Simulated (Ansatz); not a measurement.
Born–Oppenheimer molecular dynamics of a periodic cell of 16 atoms, Cs (start crystal Cs, start structure Pbcm, volume 1 times the crystal's). It starts from a structure without forces on its atoms.

Level of theory: DFT r2SCAN-D3(BJ), scalar-relativistic, plane waves, PAW in Ansatz. Settings: accuracy low, cutoff 500 eV, k mesh 1x1x1, fermi-dirac smearing 0.16 eV, no spin polarisation.

```yaml
ensemble: NVT, Langevin thermostat
time_step: 3 fs
steps_asked: 200
set_temperature: 1800 K
friction: 0.02 /fs
seed: 178386
```

Frames 15 fs apart, positions in Å.

Velocities at 270 fs (Å/ps):

```
Cs 5.16 0.98 -1.22
Cs -1.29 -4.74 1.62
Cs 3.68 -4.49 -1.54
Cs -0.82 -1.71 -0.42
Cs 2.72 -1.10 0.99
Cs -4.20 5.15 -2.96
Cs 1.33 -1.81 6.38
Cs 0.78 -8.30 0.40
Cs 7.86 -1.26 1.76
Cs 5.26 -7.12 -6.58
Cs -4.00 -1.53 1.56
Cs -5.35 -6.55 6.15
Cs 1.17 -2.45 1.87
Cs 1.29 -1.54 0.78
Cs -0.34 5.32 -3.16
Cs 1.95 -1.83 0.01
```

```xyz
16
Lattice="11.0385 0.0000 0.0000 0.0000 10.0517 0.0000 0.0000 0.0000 17.9762" Properties=species:S:1:pos:R:3 time_fs=270 energy_less_start_eV=0.740 T=2173
Cs 4.077 3.496 7.279
Cs 2.024 5.900 2.933
Cs 4.224 0.741 2.320
Cs 1.823 9.363 6.195
Cs 4.639 4.112 15.669
Cs 1.643 6.046 10.999
Cs 4.764 0.668 11.462
Cs 1.655 9.349 16.281
Cs 9.903 4.244 6.585
Cs 7.202 6.275 1.845
Cs 9.378 2.366 2.157
Cs 6.865 8.790 6.366
Cs 9.986 4.080 15.594
Cs 7.164 6.024 11.718
Cs 9.573 0.907 10.904
Cs 6.233 9.110 15.612
16
Lattice="11.0385 0.0000 0.0000 0.0000 10.0517 0.0000 0.0000 0.0000 17.9762" Properties=species:S:1:pos:R:3 time_fs=285 energy_less_start_eV=0.757 T=2051
Cs 4.173 3.475 7.262
Cs 2.027 5.842 2.977
Cs 4.261 0.715 2.322
Cs 1.816 9.303 6.234
Cs 4.652 4.088 15.672
Cs 1.576 6.149 10.999
Cs 4.805 0.637 11.512
Cs 1.660 9.247 16.299
Cs 9.982 4.250 6.615
Cs 7.258 6.172 1.761
Cs 9.295 2.312 2.188
Cs 6.807 8.686 6.461
Cs 10.010 4.038 15.632
Cs 7.204 6.011 11.733
Cs 9.557 0.981 10.839
Cs 6.220 9.100 15.609
16
Lattice="11.0385 0.0000 0.0000 0.0000 10.0517 0.0000 0.0000 0.0000 17.9762" Properties=species:S:1:pos:R:3 time_fs=300 energy_less_start_eV=0.825 T=1572
Cs 4.271 3.434 7.251
Cs 2.066 5.826 3.085
Cs 4.265 0.742 2.354
Cs 1.849 9.249 6.258
Cs 4.630 4.082 15.638
Cs 1.533 6.212 11.025
Cs 4.864 0.604 11.571
Cs 1.684 9.164 16.328
Cs 9.993 4.308 6.666
Cs 7.308 6.062 1.708
Cs 9.232 2.273 2.190
Cs 6.762 8.600 6.540
Cs 10.040 4.042 15.677
Cs 7.259 6.027 11.737
Cs 9.581 1.046 10.805
Cs 6.204 9.084 15.532
16
Lattice="11.0385 0.0000 0.0000 0.0000 10.0517 0.0000 0.0000 0.0000 17.9762" Properties=species:S:1:pos:R:3 time_fs=315 energy_less_start_eV=0.951 T=1772
Cs 4.406 3.420 7.206
Cs 2.126 5.867 3.184
Cs 4.255 0.760 2.366
Cs 1.906 9.223 6.240
Cs 4.585 4.092 15.625
Cs 1.508 6.264 11.067
Cs 4.927 0.556 11.619
Cs 1.710 9.091 16.309
Cs 9.992 4.374 6.706
Cs 7.313 5.960 1.667
Cs 9.196 2.300 2.192
Cs 6.700 8.524 6.562
Cs 10.081 4.044 15.753
Cs 7.318 5.992 11.748
Cs 9.604 1.078 10.801
Cs 6.150 9.050 15.495
16
Lattice="11.0385 0.0000 0.0000 0.0000 10.0517 0.0000 0.0000 0.0000 17.9762" Properties=species:S:1:pos:R:3 time_fs=330 energy_less_start_eV=1.085 T=1810
Cs 4.532 3.431 7.180
Cs 2.161 5.874 3.243
Cs 4.265 0.782 2.366
Cs 1.926 9.209 6.198
Cs 4.512 4.140 15.616
Cs 1.524 6.294 11.079
Cs 4.988 0.525 11.646
Cs 1.800 9.039 16.332
Cs 9.975 4.439 6.713
Cs 7.274 5.889 1.628
Cs 9.121 2.307 2.203
Cs 6.636 8.466 6.569
Cs 10.114 3.997 15.850
Cs 7.351 5.954 11.746
Cs 9.589 1.084 10.808
Cs 6.089 9.039 15.498
16
Lattice="11.0385 0.0000 0.0000 0.0000 10.0517 0.0000 0.0000 0.0000 17.9762" Properties=species:S:1:pos:R:3 time_fs=345 energy_less_start_eV=1.172 T=1390
Cs 4.607 3.407 7.109
Cs 2.201 5.839 3.290
Cs 4.316 0.805 2.387
Cs 1.940 9.196 6.234
Cs 4.423 4.156 15.569
Cs 1.539 6.297 11.060
Cs 5.020 0.490 11.675
Cs 1.890 9.014 16.365
Cs 9.962 4.476 6.701
Cs 7.252 5.877 1.606
Cs 9.106 2.303 2.221
Cs 6.534 8.377 6.553
Cs 10.135 3.900 15.932
Cs 7.371 5.919 11.753
Cs 9.580 1.106 10.811
Cs 6.065 9.067 15.535
16
Lattice="11.0385 0.0000 0.0000 0.0000 10.0517 0.0000 0.0000 0.0000 17.9762" Properties=species:S:1:pos:R:3 time_fs=360 energy_less_start_eV=1.198 T=1495
Cs 4.625 3.409 7.059
Cs 2.245 5.788 3.317
Cs 4.310 0.814 2.431
Cs 1.945 9.200 6.280
Cs 4.308 4.172 15.547
Cs 1.572 6.246 11.024
Cs 5.042 0.455 11.733
Cs 1.964 9.021 16.393
Cs 9.980 4.468 6.723
Cs 7.230 5.902 1.639
Cs 9.075 2.300 2.244
Cs 6.484 8.323 6.555
Cs 10.173 3.824 16.004
Cs 7.362 5.851 11.789
Cs 9.553 1.051 10.841
Cs 6.117 9.086 15.608
16
Lattice="11.0385 0.0000 0.0000 0.0000 10.0517 0.0000 0.0000 0.0000 17.9762" Properties=species:S:1:pos:R:3 time_fs=375 energy_less_start_eV=1.198 T=1255
Cs 4.623 3.428 7.043
Cs 2.273 5.725 3.318
Cs 4.302 0.811 2.479
Cs 1.945 9.173 6.298
Cs 4.216 4.212 15.501
Cs 1.613 6.191 10.955
Cs 5.075 0.448 11.819
Cs 2.037 9.062 16.457
Cs 9.992 4.470 6.750
Cs 7.192 5.977 1.685
Cs 9.061 2.277 2.289
Cs 6.492 8.325 6.548
Cs 10.179 3.805 16.011
Cs 7.375 5.804 11.830
Cs 9.587 1.008 10.895
Cs 6.149 9.076 15.650
16
Lattice="11.0385 0.0000 0.0000 0.0000 10.0517 0.0000 0.0000 0.0000 17.9762" Properties=species:S:1:pos:R:3 time_fs=390 energy_less_start_eV=1.216 T=1134
Cs 4.569 3.408 7.013
Cs 2.330 5.654 3.349
Cs 4.283 0.816 2.500
Cs 1.976 9.162 6.322
Cs 4.141 4.236 15.439
Cs 1.605 6.165 10.938
Cs 5.102 0.457 11.860
Cs 2.067 9.070 16.499
Cs 10.051 4.499 6.802
Cs 7.147 6.040 1.659
Cs 9.040 2.265 2.341
Cs 6.470 8.360 6.541
Cs 10.149 3.773 15.989
Cs 7.404 5.780 11.864
Cs 9.630 1.017 10.934
Cs 6.189 9.057 15.661
16
Lattice="11.0385 0.0000 0.0000 0.0000 10.0517 0.0000 0.0000 0.0000 17.9762" Properties=species:S:1:pos:R:3 time_fs=405 energy_less_start_eV=1.200 T=1380
Cs 4.554 3.394 6.928
Cs 2.394 5.583 3.376
Cs 4.294 0.827 2.482
Cs 2.024 9.186 6.398
Cs 4.086 4.237 15.402
Cs 1.559 6.187 10.949
Cs 5.078 0.502 11.875
Cs 2.101 9.050 16.492
Cs 10.099 4.515 6.818
Cs 7.104 6.102 1.649
Cs 9.053 2.276 2.450
Cs 6.488 8.402 6.545
Cs 10.116 3.739 15.960
Cs 7.417 5.815 11.865
Cs 9.677 1.049 10.990
Cs 6.226 9.097 15.678
16
Lattice="11.0385 0.0000 0.0000 0.0000 10.0517 0.0000 0.0000 0.0000 17.9762" Properties=species:S:1:pos:R:3 time_fs=420 energy_less_start_eV=1.137 T=1561
Cs 4.567 3.350 6.868
Cs 2.462 5.533 3.370
Cs 4.303 0.899 2.428
Cs 1.998 9.222 6.447
Cs 4.034 4.169 15.393
Cs 1.537 6.179 10.926
Cs 5.052 0.588 11.906
Cs 2.130 9.038 16.462
Cs 10.106 4.525 6.827
Cs 7.076 6.166 1.618
Cs 9.074 2.269 2.553
Cs 6.520 8.418 6.570
Cs 10.081 3.735 15.958
Cs 7.374 5.868 11.844
Cs 9.717 1.079 11.047
Cs 6.270 9.137 15.729
16
Lattice="11.0385 0.0000 0.0000 0.0000 10.0517 0.0000 0.0000 0.0000 17.9762" Properties=species:S:1:pos:R:3 time_fs=435 energy_less_start_eV=1.099 T=1646
Cs 4.553 3.295 6.843
Cs 2.530 5.477 3.340
Cs 4.326 1.010 2.368
Cs 1.941 9.244 6.473
Cs 3.996 4.094 15.386
Cs 1.524 6.147 10.947
Cs 5.008 0.702 11.917
Cs 2.138 9.064 16.435
Cs 10.129 4.532 6.819
Cs 7.075 6.225 1.584
Cs 9.027 2.273 2.607
Cs 6.548 8.426 6.590
Cs 10.043 3.757 15.988
Cs 7.322 5.945 11.819
Cs 9.734 1.052 11.075
Cs 6.274 9.117 15.817
```

Of the whole run (600 fs, mean temperature of the second half 1519 K): The mean temperature of the second half is 16 % below the set value. A run of 0.6 ps of so small a system gives no equilibrium averages. Limits of this set-up: coarse k mesh, low accuracy level.

The run took 21 min on 4 threads of AMD EPYC 9R45 96-Core Processor (Zen 5) (shared host), peak memory 2.9 GiB.
